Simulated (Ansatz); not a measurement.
Run this with Ansatz's Python interface and show what comes out.

Script `md_li2run2.py`:
```python
"""A few tens of MD steps for Li2RuN2."""

import warnings

import ansatz as az
from ase import Atoms
import numpy as np


def main() -> None:
    warnings.simplefilter("ignore", az.DeckWarning)

    atoms = Atoms(
        ["Li", "Li", "Ru", "N", "N"],
        scaled_positions=[
            (2 / 3, 1 / 3, 0.36018),
            (1 / 3, 2 / 3, 0.63982),
            (0.0, 0.0, 0.0),
            (2 / 3, 1 / 3, 0.786989),
            (1 / 3, 2 / 3, 0.213011),
        ],
        cell=[
            (3.164233, 0.0, 0.0),
            (-1.582116, 2.740306, 0.0),
            (0.0, 0.0, 5.21145),
        ],
        pbc=True,
    )
    system = az.Crystal.from_ase(atoms)

    # a coarse mesh keeps each step cheap
    job = (
        system.supercell(2, 1, 1).calculation()
        .functional("pbesol", dispersion="d4")
        .kpoints(3, 3, 2)
        .occupations("fermi_dirac", width=0.3)
        .mixing("msr1", preconditioner="none")
        .scf(tolerance=1e-06, max_iterations=100)
        .md("npt_langevin", timestep=0.5, steps=20, temperature=100, friction=0.01, pressure=1, initial_velocities="maxwell_boltzmann", seed=53)
    )
    steps = []


    def follow(event):
        if event["event"] != "md_step":
            return
        row = event["data"]
        steps.append(row)
        print(f"t = {row['time_fs']:6.1f} fs  E_pot = {row['lagrangian_ev']:.4f} eV  E_kin = {row['e_kin_ev']:.4f} eV  T = {row['temperature_k']:7.1f} K")


    outcome = job.session().plan(threads=1).execute(on_event=follow)
    report = outcome.report

    temperature = np.array([s["temperature_k"] for s in steps])
    print(f"mean temperature of the second half {temperature[len(steps) // 2 :].mean():.1f} K")

    with open("trajectory.xyz", "w") as handle:
        for s in steps[::5]:
            handle.write(f"{len(s['positions_ang'])}\nt = {s['time_fs']} fs\n")
            for site, xyz in zip(outcome.lattice.sites, s["positions_ang"]):
                handle.write("{} {:.4f} {:.4f} {:.4f}\n".format(site.symbol, *xyz))

    track = np.array([s["positions_ang"] for s in steps])
    names = np.array([site.symbol for site in outcome.lattice.sites])
    for name in sorted(set(names)):
        msd = ((track[:, names == name] - track[0, names == name]) ** 2).sum(axis=2).mean(axis=1)
        print(f"mean square displacement of {name} (A^2):", np.round(msd[:: max(len(msd) // 6, 1)], 4))

    kept = np.array([s["conserved_ev"] for s in steps], float)
    print(f"conserved energy drifts by {1000 * (kept[-1] - kept[0]) / len(outcome.lattice.sites):+.3f} meV/atom")


if __name__ == "__main__":
    main()
```

```console
$ python md_li2run2.py
t =    0.0 fs  E_pot = -13962.5230 eV  E_kin = 0.1163 eV  T =    90.0 K
t =    0.5 fs  E_pot = -13962.5240 eV  E_kin = 0.1173 eV  T =    90.7 K
t =    1.0 fs  E_pot = -13962.5261 eV  E_kin = 0.1201 eV  T =    92.9 K
t =    1.5 fs  E_pot = -13962.5289 eV  E_kin = 0.1202 eV  T =    93.0 K
t =    2.0 fs  E_pot = -13962.5325 eV  E_kin = 0.1215 eV  T =    94.0 K
t =    2.5 fs  E_pot = -13962.5367 eV  E_kin = 0.1103 eV  T =    85.3 K
t =    3.0 fs  E_pot = -13962.5417 eV  E_kin = 0.1152 eV  T =    89.1 K
t =    3.5 fs  E_pot = -13962.5474 eV  E_kin = 0.1108 eV  T =    85.7 K
t =    4.0 fs  E_pot = -13962.5533 eV  E_kin = 0.1065 eV  T =    82.4 K
t =    4.5 fs  E_pot = -13962.5591 eV  E_kin = 0.1018 eV  T =    78.8 K
t =    5.0 fs  E_pot = -13962.5649 eV  E_kin = 0.0952 eV  T =    73.7 K
t =    5.5 fs  E_pot = -13962.5707 eV  E_kin = 0.0939 eV  T =    72.6 K
t =    6.0 fs  E_pot = -13962.5761 eV  E_kin = 0.1020 eV  T =    78.9 K
t =    6.5 fs  E_pot = -13962.5807 eV  E_kin = 0.0985 eV  T =    76.2 K
t =    7.0 fs  E_pot = -13962.5847 eV  E_kin = 0.0973 eV  T =    75.3 K
t =    7.5 fs  E_pot = -13962.5879 eV  E_kin = 0.0957 eV  T =    74.0 K
t =    8.0 fs  E_pot = -13962.5902 eV  E_kin = 0.0862 eV  T =    66.7 K
t =    8.5 fs  E_pot = -13962.5915 eV  E_kin = 0.0813 eV  T =    62.9 K
t =    9.0 fs  E_pot = -13962.5917 eV  E_kin = 0.0794 eV  T =    61.4 K
t =    9.5 fs  E_pot = -13962.5907 eV  E_kin = 0.0755 eV  T =    58.4 K
t =   10.0 fs  E_pot = -13962.5886 eV  E_kin = 0.0692 eV  T =    53.5 K
mean temperature of the second half 68.5 K
mean square displacement of Li (A^2): [0.     0.0001 0.0002 0.0006 0.0012 0.0022 0.0037]
mean square displacement of N (A^2): [0.     0.0001 0.0003 0.0007 0.0015 0.0027 0.0045]
mean square displacement of Ru (A^2): [0.     0.     0.     0.0001 0.0003 0.0005 0.001 ]
conserved energy drifts by -0.014 meV/atom
```

`trajectory.xyz`, as written:
```text
10
t = 0.0 fs
Li 1.5821 0.9134 1.8771
Li 0.0000 1.8269 3.3344
Ru 0.0000 0.0000 0.0000
N 1.5821 0.9134 4.1014
N 0.0000 1.8269 1.1101
Li 4.7463 0.9134 1.8771
Li 3.1642 1.8269 3.3344
Ru 3.1642 0.0000 0.0000
N 4.7463 0.9134 4.1014
N 3.1642 1.8269 1.1101
10
t = 2.5 fs
Li 1.5902 0.9237 1.8766
Li 0.0058 1.8229 3.3245
Ru 0.0004 0.0031 -0.0020
N 1.5922 0.9109 4.0932
N 0.0081 1.8252 1.1010
Li 4.7398 0.9013 1.8712
Li 3.1614 1.8246 3.3437
Ru 3.1592 -0.0008 0.0015
N 4.7375 0.9018 4.1061
N 3.1547 1.8224 1.1135
10
t = 5.0 fs
Li 1.5969 0.9299 1.8722
Li 0.0133 1.8157 3.3103
Ru 0.0007 0.0059 -0.0039
N 1.5981 0.9075 4.0787
N 0.0141 1.8186 1.0907
Li 4.7273 0.8910 1.8572
Li 3.1525 1.8189 3.3452
Ru 3.1487 -0.0021 0.0034
N 4.7192 0.8886 4.1041
N 3.1388 1.8139 1.1129
10
t = 7.5 fs
Li 1.6032 0.9316 1.8642
Li 0.0208 1.8067 3.2895
Ru 0.0015 0.0092 -0.0053
N 1.6002 0.9032 4.0588
N 0.0191 1.8106 1.0780
Li 4.7048 0.8793 1.8420
Li 3.1384 1.8086 3.3398
Ru 3.1334 -0.0032 0.0045
N 4.6953 0.8744 4.0952
N 3.1184 1.8023 1.1085
10
t = 10.0 fs
Li 1.6065 0.9280 1.8527
Li 0.0282 1.7972 3.2682
Ru 0.0022 0.0127 -0.0070
N 1.6003 0.8972 4.0349
N 0.0232 1.8027 1.0650
Li 4.6758 0.8690 1.8246
Li 3.1236 1.7964 3.3314
Ru 3.1154 -0.0040 0.0053
N 4.6679 0.8597 4.0798
N 3.0982 1.7905 1.1018
```

These settings explore the input space; cutoff and mesh may be short of convergence. Spin is left out of this run. Dispersion corrections can be off by several per cent in the lattices of metals, and by several GPa in the pressure at a fixed cell. The conserved energy holds the terms of thermostat and barostat. For a metal this k-point mesh is coarse: on a finer one energies can move by several to tens of meV an atom and pressures by half a GPa or more, differences at one mesh by less. The smearing is wide enough that free energy and stress hold a thermal part of the electrons. The program warned that this SCF threshold is loose for forces or stresses. This cell is a computed structure, which may not be the phase found in nature. A small cell, a coarse mesh and a very short run: it shows the set-up and gives no equilibrium averages. The script silences the warnings on its input, which a real study should read. Run time: 81 s on 1 thread of Arm Neoverse V2, on a shared host, peak memory 0.42 GiB.

(Lines on the test bed's own set-up are left out of the output.)
